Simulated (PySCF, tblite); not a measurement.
# AlBF5HN−, a fragment of a glass network (dimer): NMR shifts, core binding energies and electronic excitations

Wanted: the NMR shifts, core binding energies and electronic excitations for `FB(F)[NH][Al-]([F])([F])[F]`. It is drawn as: Al B3, F ends, N bridges.

Programs: tblite 0.8.0 and PySCF 2.14.0. All values are calculated, for the isolated system unless a continuum is named. Atoms count from 0, parts from 1.

## 1. Starting point

9 atoms, charge -1, multiplicity 1; geometry: distance geometry start.

## 2. Relaxing the cluster with GFN2-xTB

The job: settings as JSON, then the geometry in Å.

```
{"job": {"kind": "relax", "xc": "GFN2-xTB", "basis": "xTB"}, "charge": -1, "multiplicity": 1}
F     -1.865815    -0.231173    -2.636125
B     -1.144344     0.984818    -2.421949
F     -1.665952     1.831126    -1.416765
N      0.393917     0.903413    -2.554926
Al     1.266438    -0.467182    -1.532596
F      0.468188    -0.579407     0.064608
F      2.967149    -0.023866    -1.302340
F      1.130926    -1.996331    -2.386022
H      0.864337     1.807391    -2.626977
```

Level: GFN2-xTB geometry optimisation, gas phase.

The run is started by

```bash
$ OMP_NUM_THREADS=1 python cluster_run.py task.json out
```

One launch serves the whole session: the jobs run in the order shown.

**Question.** The jobs that follow are: PBE0-D3(BJ)/def2-SVP geometry optimisation, gas phase; GIAO PBE0/aug-pcSseg-2 NMR shielding, non-relativistic, gas phase; delta-SCF UKS SCAN, aug-pcX-2 on the ionised atom, aug-pcseg-1 elsewhere, spin-free X2C; TDDFT CAM-B3LYP/def2-SVPD, vertical, gas phase, core orbitals frozen in the response. Predict: point group; rotational constants (main isotopes); shieldings of H, F, B, N (PBE0/aug-pcSseg-2); F1s binding energies, SCAN/aug-pcX-2 (standing for 3 of 5 atoms); N1s binding energies, SCAN/aug-pcX-2; Al2p binding energies, SCAN/aug-pcX-2; lowest singlet (CAM-B3LYP/def2-SVPD); brightest single state of those computed; lowest triplet; vertical ionisation energy (ΔSCF).

**Answer**, as computed:

| quantity | value |
| --- | --- |
| point group | C1 |
| rotational constants (main isotopes) | 2.62, 0.89, 0.82 GHz |
| shieldings of H, F, B, N (PBE0/aug-pcSseg-2) | H8 29.9, F2 317.0, F0 319.7, F5 388.0, F6 388.1, F7 388.8, B1 80.0, N3 202.9 ppm and more |
| F1s binding energies, SCAN/aug-pcX-2 (standing for 3 of 5 atoms) | F6 686.62, F7 686.56, F5 686.54 eV |
| N1s binding energies, SCAN/aug-pcX-2 | N3 400.18 eV |
| Al2p binding energies, SCAN/aug-pcX-2 | Al4 76.28 eV |
| lowest singlet (CAM-B3LYP/def2-SVPD) | 6.55 eV (189 nm), f = 0.032 |
| brightest single state of those computed | state 6, 8.78 eV, f = 0.249 |
| lowest triplet | 6.35 eV |
| vertical ionisation energy (ΔSCF) | 6.61 eV |

The start of the PBE0/def2-SVP relaxation was shaken at random by about 0.01 Å, so part of the energy gained, and of the first lengths quoted, undoes that. Relaxing lowered the energy by 0.071 eV in 6 steps; the close pair that moved most is Al4–F7, from 1.662 to 1.694 Å (PBE0/def2-SVP). No frequency check was run at this level, so the end point may be a saddle. At PBE0/aug-pcSseg-2: The widest tensor belongs to F0: span 141 ppm, with a paramagnetic part of -156 ppm. At SCAN/aug-pcX-2: F6 (fluorine bonded to Al) binds its F1s electron 0.08 eV more tightly than F5 (fluorine bonded to Al). Only 3 of the 5 F atoms are covered by sound results. The first singlet state (HOMO→LUMO 0.90) lies at 6.55 eV and is weak; of the 6 states computed, the strongest absorption comes from state 6 at 8.78 eV (the last computed, so partners may be missing). The lowest triplet lies 0.20 eV below the lowest singlet (triplets in Tamm-Dancoff, singlets in full TDDFT). At CAM-B3LYP/def2-SVPD, the highest states lie near or above the ionisation energy, where they hang on the basis. The orbital energy would give 5.59 eV for ionisation, ΔSCF gives 6.61 eV.
